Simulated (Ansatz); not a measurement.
# AsF2+ (singlet): wave-function methods side by side, cc-pVTZ

Aim: climb from Hartree-Fock through coupled cluster and multireference methods for AsF2+ (singlet) at one geometry and basis, and see what each rung misses.

The runs use Ansatz 0.2.0, Gaussian basis; cc-pVTZ, core rule «outside noble gas», up to 16 orbitals frozen.

The runs, in order: UHF; CCSD(T) on RHF; BCCD(T) on RHF; CCSDT(Q) on RHF; CASSCF and NEVPT2, 18 electrons in 12 orbitals.

4 further runs of the same task are left out: 4 set aside as unsound or not needed.

## 1. The system

The geometry is a PBE0/def2-TZVP stationary point (not a proven minimum) of the parent state, kept for this charge and spin. No spin-orbit coupling is included. The filled d shell of As may be among the frozen orbitals whatever the setting's name suggests; the logs give the count.

3 atoms, charge 1, spin multiplicity 1.

Atoms are counted from 1 here; the program's logs count them from 0.

Bond lengths: As1–F2 1.730 Å, As1–F3 1.730 Å. Angles: F2–As1–F3 96.5°.

## 2. UHF

File in.yaml:

```yaml
crystal:
  periodic: [false, false, false]
  atoms:
    - {symbol: As, position_ang: [0.000000, -0.387542, 0.000000]}
    - {symbol: F, position_ang: [0.000000, 0.764150, -1.290593]}
    - {symbol: F, position_ang: [0.000000, 0.764150, 1.290593]}
basis:
  gaussian: {orbitals: cc-pVTZ}
total_charge: 1
magnetization: {spin_polarized: true, initial_magnetization: 0}
hamiltonian: {xc: hf}
output: {orbitals: {seedname: orbitals}}
```

The run is started by

```bash
> ansatz run in.yaml --threads 1 --pin off --events-out ev --progress --plain --max-ram 4096MiB --backend cpu
```

Further steps of the session: CCSD(T) on RHF; BCCD(T) on RHF; CCSDT(Q) on RHF; CASSCF and NEVPT2, 18 electrons in 12 orbitals.

**Question.** What will the summary of the whole plan be? Wanted: RCCSDT(Q) below the RHF energy; RMP2 from RCCSDT(Q); RCCSD from RCCSDT(Q); RCCSD(T) from RCCSDT(Q); NEVPT2 valence from RCCSDT(Q); T1 diagnostic; effectively unpaired electrons.

The runs gave:

| quantity | value |
| --- | --- |
| RCCSDT(Q) below the RHF energy | -17.7655 eV |
| RMP2 from RCCSDT(Q) | +67.8 kJ/mol |
| RCCSD from RCCSDT(Q) | +69.8 kJ/mol |
| RCCSD(T) from RCCSDT(Q) | +5.5 kJ/mol |
| NEVPT2 valence from RCCSDT(Q) | +194.3 kJ/mol |
| levels within 1 kcal/mol (43 meV) | BCCD(T), RCCSDT |
| T1 diagnostic | 0.023 |
| effectively unpaired electrons | 0.03 |

RCCSD(T) lands +5.5 kJ/mol from the yardstick (0.3 % of the correlation energy). One determinant dominates. These misses are within one basis, not against nature.
